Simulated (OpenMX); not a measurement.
Molecule: FGaClH, in a box.

```
F Ga Cl H
1.0
    12.00000    0.00000    0.00000
     0.00000   13.00000    0.00000
     0.00000    0.00000   11.00000
F Ga Cl H
1 1 1 1
Direct
  0.38638 0.51373 0.53765
  0.52896 0.52090 0.50808
  0.61579 0.38302 0.54905
  0.58127 0.62021 0.45713
```

```yaml
Program: OpenMX 3.8.5
Task: single point
Functional: PBE
Potentials_or_basis: OpenMX 2013 PBE set, F6.0-s2p2d1, Ga7.0-s3p2d2, Cl7.0-s2p2d1f1, H6.0-s2p1, grid cutoff 420 Ry
k_mesh: 1 × 1 × 1
Occupations: fermi-dirac, width 0.05 eV
Spin: no spin polarisation
```

On this cell: largest force 1.013 eV/Å; gap between the frontier levels 5.58 eV.

The same run follows on a disturbed copy (atoms moved at random, drawn with an rms of 0.05 Å):

```
CELL_PARAMETERS angstrom
12.00000 0.00000 0.00000
0.00000 13.00000 0.00000
0.00000 0.00000 11.00000
ATOMIC_POSITIONS crystal
F 0.39007 0.51548 0.54135
Ga 0.52596 0.51965 0.50789
Cl 0.61597 0.38625 0.54941
H 0.58278 0.62112 0.46075
```

Question: What changes?

Answer: The energy moves by +46.1 meV/atom; largest force 3.447 eV/Å; gap between the frontier levels 5.64 eV.

Forces on the atoms (eV/Å):
```
F   -3.372 -0.145  0.704
Ga   2.848  1.323 -0.895
Cl   0.609 -1.082  0.237
H   -0.105 -0.103 -0.038
```

Caveats: the basis of atomic orbitals isn't converged, which shifts pressures, moduli and gaps.

